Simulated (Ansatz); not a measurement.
From input file to script: CH₅BGe, SMILES [BH]1[CH2][GeH2]1 in Ansatz 0.2.0.

```yaml
crystal:
  periodic: [false, false, false]
  atoms:
    - { symbol: B, position_ang: [-0.8804, 0.333, -0.5566] }
    - { symbol: C, position_ang: [0.1609, 0.787, 0.4664] }
    - { symbol: Ge, position_ang: [0.5721, -0.9652, 0.0617] }
    - { symbol: H, position_ang: [-1.8098, 0.6356, -1.2214] }
    - { symbol: H, position_ang: [-0.2323, 0.9365, 1.4733] }
    - { symbol: H, position_ang: [0.8822, 1.5551, 0.0738] }
    - { symbol: H, position_ang: [-0.1013, -2.1011, 0.8369] }
    - { symbol: H, position_ang: [1.5006, -1.238, -1.1899] }
basis:
  gaussian:
    orbitals: def2-SVP
hamiltonian:
  xc: pbe0
relax:
  f_tol: 0.01
  max_steps: 100
```

The script, `run_opt.py`:
```python
'''Geometry optimisation of CH5BGe.'''

import ansatz as az
import numpy as np
import pandas as pd

BASIS_SET = 'def2-SVP'
XC = 'pbe0'

geometry_ang = [
    ('B', (-0.8804, 0.333, -0.5566)),
    ('C', (0.1609, 0.787, 0.4664)),
    ('Ge', (0.5721, -0.9652, 0.0617)),
    ('H', (-1.8098, 0.6356, -1.2214)),
    ('H', (-0.2323, 0.9365, 1.4733)),
    ('H', (0.8822, 1.5551, 0.0738)),
    ('H', (-0.1013, -2.1011, 0.8369)),
    ('H', (1.5006, -1.238, -1.1899)),
]
geometry = az.Crystal.molecule()
for symbol, xyz in geometry_ang:
    geometry = geometry.atom(symbol, xyz)

base = geometry.calculation()
base = base.basis(gaussian=BASIS_SET).functional(XC)
symbols = [site.symbol for site in geometry.cartesian_sites]
start = np.array([site.position_ang for site in geometry.cartesian_sites], dtype=float)
def progress(event):
    if event['event'] == 'relax_step':
        row = event['data']
        print(f'step {row["step"]:3d}  E = {row["lagrangian_ev"]:.6f} eV  max force {row["allowed_force_max_ev_ang"]:.4f} eV/A')


data = base.relax(force_tolerance=0.01, max_steps=100).session().plan().execute(on_event=progress).report
end = np.array(data['positions_ang'])

for key in ('converged', 'free_energy_ev', 'reference_energy_ev', 'n_frozen', 'n_occupied', 'n_virtual'):
    print(f'{key:22s} {data[key]}')

print('bond        before    after (A)')
for i, j in [(0, 1), (0, 2), (0, 3), (1, 2), (1, 4), (1, 5), (2, 6), (2, 7)]:
    d0, d1 = (np.linalg.norm(xyz[i] - xyz[j]) for xyz in (start, end))
    print(f'{symbols[i]}{i}-{symbols[j]}{j}'.ljust(10), f'{d0:8.4f} {d1:8.4f}')
for i, j, k in [(1, 0, 2), (1, 0, 3), (2, 0, 3), (0, 1, 2), (0, 1, 4), (0, 1, 5), (2, 1, 4), (2, 1, 5)]:
    u, v = end[i] - end[j], end[k] - end[j]
    print(f'angle {symbols[i]}{i}-{symbols[j]}{j}-{symbols[k]}{k}: {np.degrees(np.arccos(np.clip(u @ v / np.linalg.norm(u) / np.linalg.norm(v), -1, 1))):.2f} deg')

charges = data['charge_distribution']
table = pd.DataFrame({'atom': symbols, 'mulliken': charges['mulliken_charges_e'], 'lowdin': charges['lowdin_charges_e']})
print(table.round(3).to_string())
print('dipole (e A):', np.round(charges['dipole_moment_e_ang'], 4) + 0.0)
with open('ch5bge_opt.xyz', 'w') as handle:
    handle.write(f'{len(symbols)}\nrelaxed CH5BGe\n')
    handle.writelines(f'{s:2s} {x:11.6f} {y:11.6f} {z:11.6f}\n' for s, (x, y, z) in zip(symbols, end))
```

```console
$ python run_opt.py
step   1  E = -58292.231206 eV  max force 2.8990 eV/A
step   2  E = -58292.622944 eV  max force 1.1129 eV/A
step   3  E = -58292.771315 eV  max force 0.4002 eV/A
step   4  E = -58292.776834 eV  max force 0.2722 eV/A
step   5  E = -58292.791864 eV  max force 0.1978 eV/A
step   6  E = -58292.819274 eV  max force 0.2533 eV/A
step   7  E = -58292.860082 eV  max force 0.5597 eV/A
step   8  E = -58292.922733 eV  max force 1.1723 eV/A
step   9  E = -58292.983414 eV  max force 0.9617 eV/A
step  10  E = -58293.067003 eV  max force 1.0199 eV/A
step  11  E = -58293.088272 eV  max force 0.6205 eV/A
step  12  E = -58293.098655 eV  max force 0.3084 eV/A
step  13  E = -58293.102361 eV  max force 0.0965 eV/A
step  14  E = -58293.103329 eV  max force 0.0426 eV/A
step  15  E = -58293.103269 eV  max force 0.0353 eV/A
step  16  E = -58293.103568 eV  max force 0.0099 eV/A
converged              True
free_energy_ev         -58293.10359311916
reference_energy_ev    -58293.10359311916
n_frozen               0
n_occupied             [24, 24]
n_virtual              [61, 61]
bond        before    after (A)
B0-C1        1.5287   1.4739
B0-Ge2       2.0439   1.9651
B0-H3        1.1821   1.2007
C1-Ge2       1.8447   2.2593
C1-H4        1.0912   1.0975
C1-H5        1.1244   1.0994
Ge2-H6       1.5312   1.5365
Ge2-H7       1.5821   1.5452
angle C1-B0-Ge2: 80.77 deg
angle C1-B0-H3: 133.62 deg
angle Ge2-B0-H3: 130.86 deg
angle B0-C1-Ge2: 59.15 deg
angle B0-C1-H4: 125.78 deg
angle B0-C1-H5: 121.88 deg
angle Ge2-C1-H4: 85.32 deg
angle Ge2-C1-H5: 138.89 deg
  atom  mulliken  lowdin
0    B    -0.037  -0.314
1    C    -0.210   0.021
2   Ge     0.134   0.257
3    H    -0.002   0.007
4    H     0.100   0.055
5    H     0.084   0.035
6    H    -0.028  -0.026
7    H    -0.041  -0.036
dipole (e A): [ 0.1497 -0.1087  0.0901]
```

Notes:
- Total energies depend on the basis set; only differences at equal settings carry meaning.
- The end point is the stationary point reached from this start; no frequency run checks that it is a minimum, and the basis set is modest.
- The Löwdin charges here are taken after orthogonalising the functions within each atom; they differ from plain Löwdin charges, and their signs can be unphysical.
- Wall time of the script: 56 s on 1 thread of Arm Neoverse V2, with other jobs on the host, peak memory 0.28 GiB.

(Lines on the test bed's own set-up are left out of the output.)
